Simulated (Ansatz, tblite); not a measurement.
# Cyclo-(Cl2GeSe)3 (Ge3Se3Cl6): charged states by level of theory

Aim: the energy of removing an electron for cyclo-(Cl2GeSe)3 (Ge3Se3Cl6), by energy differences, and how well orbital energies stand in for it.

The runs use Ansatz 0.2.0, Gaussian basis; as each input shows.

The runs, in order: charge +1 doublet, at the geometry of the singlet (PBE0-D4/def2-TZVP, PBE-D4/def2-TZVP, LDA/def2-TZVP); the starting singlet's energies come from earlier runs.

### 1 The structure

The singlet was relaxed beforehand with PBE-D4/def2-SVP.

12 atoms, charge 0, spin multiplicity 1.

Atoms are counted from 1 here; the program's logs count them from 0.

Bond lengths: Ge1–Cl2 2.166 Å, Ge1–Cl3 2.164 Å, Ge1–Se4 2.373 Å, Ge1–Se12 2.373 Å, Se4–Ge5 2.373 Å, Ge5–Cl6 2.166 Å, Ge5–Cl7 2.164 Å, Ge5–Se8 2.373 Å, Se8–Ge9 2.373 Å, Ge9–Cl10 2.166 Å, Ge9–Cl11 2.164 Å, Ge9–Se12 2.373 Å. Angles: Cl2–Ge1–Cl3 108.9°, Cl2–Ge1–Se4 103.6°, Cl2–Ge1–Se12 103.6°, Cl3–Ge1–Se4 111.5°, Cl3–Ge1–Se12 111.5°, Se4–Ge1–Se12 117.0°, Ge1–Se4–Ge5 98.7°, Se4–Ge5–Cl6 103.6°, Se4–Ge5–Cl7 111.5°, Se4–Ge5–Se8 116.9°, Cl6–Ge5–Cl7 108.9°, Cl6–Ge5–Se8 103.6°, Cl7–Ge5–Se8 111.5°, Ge5–Se8–Ge9 98.7°, Se8–Ge9–Cl10 103.6°, Se8–Ge9–Cl11 111.5°, Se8–Ge9–Se12 116.9°, Cl10–Ge9–Cl11 108.9° and more.

### 2 Charge +1 doublet at the fixed geometry, PBE0-D4/def2-TZVP

in.yaml reads:

```yaml
crystal:
  periodic: [false, false, false]
  atoms:
    - {symbol: Ge, position_ang: [0.091830, 2.080825, -0.063172]}
    - {symbol: Cl, position_ang: [0.760173, 4.119610, -0.361630]}
    - {symbol: Cl, position_ang: [-1.911489, 2.113516, 0.755788]}
    - {symbol: Se, position_ang: [1.652593, 1.205460, 1.495043]}
    - {symbol: Ge, position_ang: [0.830234, -1.016898, 1.617718]}
    - {symbol: Cl, position_ang: [2.216657, -1.999306, 2.961206]}
    - {symbol: Cl, position_ang: [-1.151247, -1.081587, 2.486304]}
    - {symbol: Se, position_ang: [0.954030, -2.319401, -0.361780]}
    - {symbol: Ge, position_ang: [-0.532644, -1.057849, -1.713984]}
    - {symbol: Cl, position_ang: [-0.477309, -2.080306, -3.622840]}
    - {symbol: Cl, position_ang: [-2.554117, -1.123352, -0.943110]}
    - {symbol: Se, position_ang: [0.121289, 1.159299, -2.249544]}
basis:
  gaussian: {orbitals: def2-TZVP, fitting: {mean_field: def2-universal-jkfit}}
total_charge: 1
magnetization: {spin_polarized: true, initial_magnetization: 1}
hamiltonian: {xc: pbe0, dispersion: d4}
scf: {omitted_lower_state_checks: [starts]}
output: {orbitals: {seedname: orbitals}}
```

Launch:

```sh
ansatz run in.yaml --threads 2 --pin off --events-out ev --progress --plain --max-ram 32768MiB --backend cuda --devices 0, --max-vram 18GiB
```

The log of the run:

```text
Functional definition: PBE0
  name "PBE0"
  cite "Adamo & Barone, J. Chem. Phys. 110, 6158 (1999) doi:10.1063/1.478522"
  cite "Perdew, Burke & Ernzerhof, Phys. Rev. Lett. 77, 3865 (1996) doi:10.1103/PhysRevLett.77.3865"
  parent pbe
  parameter a = 0.25
  parameter kappa = 0.804
  parameter beta = 0.06672455060314922
  exchange = (1 - a)*pbe_x(kappa = kappa, mu = beta*pi^2/3) + a*exact_x
  correlation = pbe_c(beta = beta)
these checks for a lower state are left out or cut short: starts
2364 factors; integrals over basis functions are off by at most 3.1e-1 eV
mean field evaluation 1: about -440672.2057 eV, gradient 3.3e1 eV
mean field evaluation 2: about -440657.7284 eV, gradient 6.0e1 eV
mean field evaluation 4: about -440675.9169 eV, gradient 6.1e0 eV
mean field evaluation 8: about -440676.1706 eV, gradient 2.7e-1 eV
mean field evaluation 16: about -440676.1759 eV, gradient 7.1e-2 eV
mean field -440676.17651333 eV, -16194.5507858240 hartree, gradient 7.5e-6 eV, S^2 0.758110; 0 other end points of the search recorded, 0 dependent functions left out
reference -440676.17655743 eV, -16194.5507874450 hartree; 150, 149 occupied and 360, 361 virtual orbitals, 2364 factors
Total energy: -440677.21291218 eV, -16194.5888727793 hartree
Checks for a lower state left out: starts
```

Run time: 19 s. Hardware: 1 × H100 (card shared with other runs) with 2 threads of AMD EPYC 7R13, shared host; peak host memory 1.1 GiB.

Report: HOMO -11.75 eV, LUMO -10.82 eV (over both spins); ⟨S²⟩ 0.758 (pure: 0.75).

### 3 Charge +1 doublet at the fixed geometry, PBE-D4/def2-TZVP

start.molden holds the orbitals of an earlier run on this state, given as this run's starting guess.

Changes to in.yaml since step 2:

```diff
@@ -16,6 +16,6 @@
 basis:
-  gaussian: {orbitals: def2-TZVP, fitting: {mean_field: def2-universal-jkfit}}
+  gaussian: {orbitals: def2-TZVP, fitting: {mean_field: def2-universal-jkfit}, initial_orbitals: start.molden}
 total_charge: 1
 magnetization: {spin_polarized: true, initial_magnetization: 1}
-hamiltonian: {xc: pbe0, dispersion: d4}
+hamiltonian: {xc: pbe, dispersion: d4}
 scf: {omitted_lower_state_checks: [starts]}
```

Same command.

The log of the run:

```text
Functional definition: PBE
  name "PBE"
  cite "Perdew, Burke & Ernzerhof, Phys. Rev. Lett. 77, 3865 (1996) doi:10.1103/PhysRevLett.77.3865"
  parent pbe
  parameter kappa = 0.804
  parameter beta = 0.06672455060314922
  exchange = pbe_x(kappa = kappa, mu = beta*pi^2/3)
  correlation = pbe_c(beta = beta)
these checks for a lower state are left out or cut short: starts
2364 factors; integrals over basis functions are off by at most 3.1e-1 eV
mean field evaluation 1: about -440659.7753 eV, gradient 1.9e1 eV
mean field evaluation 2: about -440660.2372 eV, gradient 7.5e-1 eV
mean field evaluation 4: about -440660.2714 eV, gradient 2.3e-1 eV
mean field evaluation 8: about -440660.2717 eV, gradient 2.4e-5 eV
mean field -440660.27168438 eV, -16193.9662941409 hartree, gradient 2.4e-5 eV, S^2 0.752141; 0 other end points of the search recorded, 0 dependent functions left out
reference -440660.27174336 eV, -16193.9662963083 hartree; 150, 149 occupied and 360, 361 virtual orbitals, 2364 factors
Total energy: -440661.42518938 eV, -16194.0086846678 hartree
Checks for a lower state left out: starts
```

Wall time 16 s (1 × H100 (card shared with other runs) with 2 threads of AMD EPYC 7R13, shared host); peak host memory 1 GiB.

From the report: HOMO -10.84 eV, LUMO -10.95 eV (over both spins; with the spin held, an empty level of the minority spin lies below the top filled one); ⟨S²⟩ 0.752 (pure: 0.75).

### 4 Charge +1 doublet at the fixed geometry, LDA/def2-TZVP

Changes to in.yaml since step 3:

```diff
@@ -19,3 +19,3 @@
 magnetization: {spin_polarized: true, initial_magnetization: 1}
-hamiltonian: {xc: pbe, dispersion: d4}
+hamiltonian: {xc: lda}
 scf: {omitted_lower_state_checks: [starts]}
```

Launched as before.

The log of the run:

```text
Functional definition: SPW92
  name "SPW92"
  cite "Dirac, Proc. Camb. Phil. Soc. 26, 376 (1930) doi:10.1017/S0305004100016108"
  cite "Slater, Phys. Rev. 81, 385 (1951) doi:10.1103/PhysRev.81.385"
  cite "Perdew & Wang, Phys. Rev. B 45, 13244 (1992) doi:10.1103/PhysRevB.45.13244"
  exchange = slater_x
  correlation = pw_c
these checks for a lower state are left out or cut short: starts
2364 factors; integrals over basis functions are off by at most 3.1e-1 eV
mean field evaluation 1: about -439966.4798 eV, gradient 4.5e1 eV
mean field evaluation 2: about -439967.7707 eV, gradient 1.8e0 eV
mean field evaluation 4: about -439967.8540 eV, gradient 2.9e-1 eV
mean field evaluation 8: about -439967.8554 eV, gradient 3.1e-5 eV
mean field -439967.85536438 eV, -16168.5204637174 hartree, gradient 2.2e-5 eV, S^2 0.751132; 0 other end points of the search recorded, 0 dependent functions left out
reference -439967.85541984 eV, -16168.5204657556 hartree; 150, 149 occupied and 360, 361 virtual orbitals, 2364 factors
Total energy: -439967.85541984 eV, -16168.5204657556 hartree
Checks for a lower state left out: starts
```

Run time: 11 s. Hardware: 1 × H100 (card shared with other runs) with 2 threads of AMD EPYC 7R13, shared host; peak host memory 1 GiB.

Report: HOMO -11.05 eV, LUMO -11.18 eV (over both spins; with the spin held, an empty level of the minority spin lies below the top filled one); ⟨S²⟩ 0.751 (pure: 0.75).

### 5 Vertical ionisation energy

Charged state less starting state, singlet to doublet; the starting state's energies are those of its earlier runs.

```
            level  vertical ionisation energy (eV)  time
    LDA/def2-TZVP                            +9.10  27 s
 PBE-D4/def2-TZVP                            +8.93  28 s
PBE0-D4/def2-TZVP                            +9.45  36 s
```

Times add the two runs; a level without a time comes out of a correlated run.

Beside −ε(HOMO) of the starting state:

```
            level  −ε(HOMO) (eV)  by difference (eV)  mismatch (eV)
    LDA/def2-TZVP           6.99                9.10          -2.11
 PBE-D4/def2-TZVP           6.82                8.93          -2.11
PBE0-D4/def2-TZVP           8.02                9.45          -1.43
```

### 6 What came out

| quantity | value |
| --- | --- |
| vertical ionisation energy, functionals in def2-TZVP | 8.93 (PBE-D4) to 9.45 eV (PBE0-D4) |

In words: The vertical ionisation energy spans 8.93 to 9.45 eV over the functionals. −ε(HOMO) misses the level's own difference by -1.43 eV at best (PBE0-D4) and -2.11 eV at worst (LDA).
